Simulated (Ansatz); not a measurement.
# C2H6FMgN: one species, many methods

One table from this session's results is given with a row withheld; the runs are named, their logs left out.

Method: functionals in def2-TZVPP, the program's frozen cores in correlated methods; program: Ansatz 0.2.0, Gaussian basis.

Plan: LDA (SPW92), PBE-D4, revPBE-D4, BLYP-D4, r2SCAN-D4, B97M-V, PBE0-D4, B3LYP-D4, r2SCANh-D4, r2SCAN0-D4, HSE06-D4, BHLYP-D4, CAM-B3LYP-D4, LC-ωPBE, ωB97X-V, ωB97M-V, B2PLYP, PBE-QIDH; CCSD(T)/def2-SVP; CCSD(T)/def2-TZVPP; MP2/def2-QZVPP; extrapolation to the limit; RPA on PBE.

### The relaxed structure

The geometry comes from an earlier relaxation with PBE0-D4 in a triple-zeta def2 set; it is a stationary point, not always the lowest conformer.

SMILES `C[N](C)[Mg][F]`, 11 atoms, charge 0, spin multiplicity 1.

Atoms are counted from 1 here; the program's logs count them from 0.

Bond lengths: C1–N2 1.440 Å, C1–H6 1.103 Å, C1–H7 1.103 Å, C1–H8 1.096 Å, N2–C3 1.440 Å, N2–Mg4 1.887 Å, C3–H9 1.103 Å, C3–H10 1.096 Å, C3–H11 1.103 Å, Mg4–F5 1.755 Å. Angles: N2–C1–H6 112.3°, N2–C1–H7 112.2°, N2–C1–H8 111.7°, H6–C1–H7 106.5°, H6–C1–H8 106.9°, H7–C1–H8 106.9°, C1–N2–C3 110.7°, C1–N2–Mg4 124.7°, C3–N2–Mg4 124.6°, N2–C3–H9 112.3°, N2–C3–H10 111.7°, N2–C3–H11 112.2°, H9–C3–H10 106.9°, H9–C3–H11 106.5°, H10–C3–H11 106.9°, N2–Mg4–F5 180.0°.

The first run:

in.yaml reads:

```yaml
crystal:
  periodic: [false, false, false]
  atoms:
    - {symbol: C, position_ang: [-1.025951, -0.508699, 0.665732]}
    - {symbol: N, position_ang: [-0.039018, 0.153046, -0.147147]}
    - {symbol: C, position_ang: [1.276976, -0.358629, 0.134144]}
    - {symbol: Mg, position_ang: [-0.416907, 1.508245, -1.404432]}
    - {symbol: F, position_ang: [-0.767890, 2.767820, -2.574333]}
    - {symbol: H, position_ang: [-0.841672, -0.368323, 1.744447]}
    - {symbol: H, position_ang: [-1.048980, -1.597797, 0.490871]}
    - {symbol: H, position_ang: [-2.035434, -0.132991, 0.464074]}
    - {symbol: H, position_ang: [1.566393, -0.211363, 1.188580]}
    - {symbol: H, position_ang: [2.042291, 0.132710, -0.477231]}
    - {symbol: H, position_ang: [1.355389, -1.441120, -0.064107]}
basis:
  gaussian: {orbitals: def2-TZVPP}
hamiltonian: {xc: lda}
output: {orbitals: {seedname: orbitals}}
```

Started as:

```console
ansatz run in.yaml --threads 4 --pin off --events-out ev --progress --plain --max-ram 10444MiB
```

Among the steps run: LDA; PBE-D4 (GGA); revPBE-D4 (GGA); BLYP-D4 (GGA); r2SCAN-D4 (meta-GGA); B97M-V (meta-GGA); B3LYP-D4 (hybrid); r2SCANh-D4 (hybrid); r2SCAN0-D4 (hybrid); HSE06-D4 (hybrid); BHLYP-D4 (hybrid); CAM-B3LYP-D4 (range-separated); LC-ωPBE (range-separated); ωB97X-V (range-separated); ωB97M-V (range-separated); B2PLYP (double hybrid); PBE-QIDH (double hybrid).

One of the session's tables, all rows but one given; the rest of the session is left out.

It belongs to the step «Orbital energies across the functionals». 

| functional | HOMO (eV) | LUMO (eV) | gap (eV) |
| --- | --- | --- | --- |
| LDA (SPW92) | -4.62 | -2.24 | 2.38 |
| PBE-D4 | -4.47 | -2.03 | 2.44 |
| revPBE-D4 | -4.40 | -1.89 | 2.51 |
| BLYP-D4 | -4.39 | -2.03 | 2.36 |
| r2SCAN-D4 | -4.65 | -1.56 | 3.09 |
| B97M-V | ? | ? | ? |
| PBE0-D4 | -5.69 | -1.28 | 4.42 |
| B3LYP-D4 | -5.52 | -1.60 | 3.92 |
| r2SCANh-D4 | -5.12 | -1.33 | 3.79 |
| r2SCAN0-D4 | -5.83 | -1.00 | 4.83 |
| HSE06-D4 | -5.30 | -1.64 | 3.66 |
| BHLYP-D4 | -6.90 | -0.74 | 6.16 |
| CAM-B3LYP-D4 | -7.09 | -0.58 | 6.51 |
| LC-ωPBE | -8.36 | 0.61 | 8.98 |
| ωB97X-V | -8.06 | 0.41 | 8.47 |
| ωB97M-V | -8.00 | -0.01 | 7.99 |

**Question.** Estimate the row for B97M-V.

**Answer.** HOMO (eV): -4.76; LUMO (eV): -1.99; gap (eV): 2.77. In the column «HOMO (eV)» it lies between r2SCANh-D4 (-5.12) and r2SCAN-D4 (-4.65).
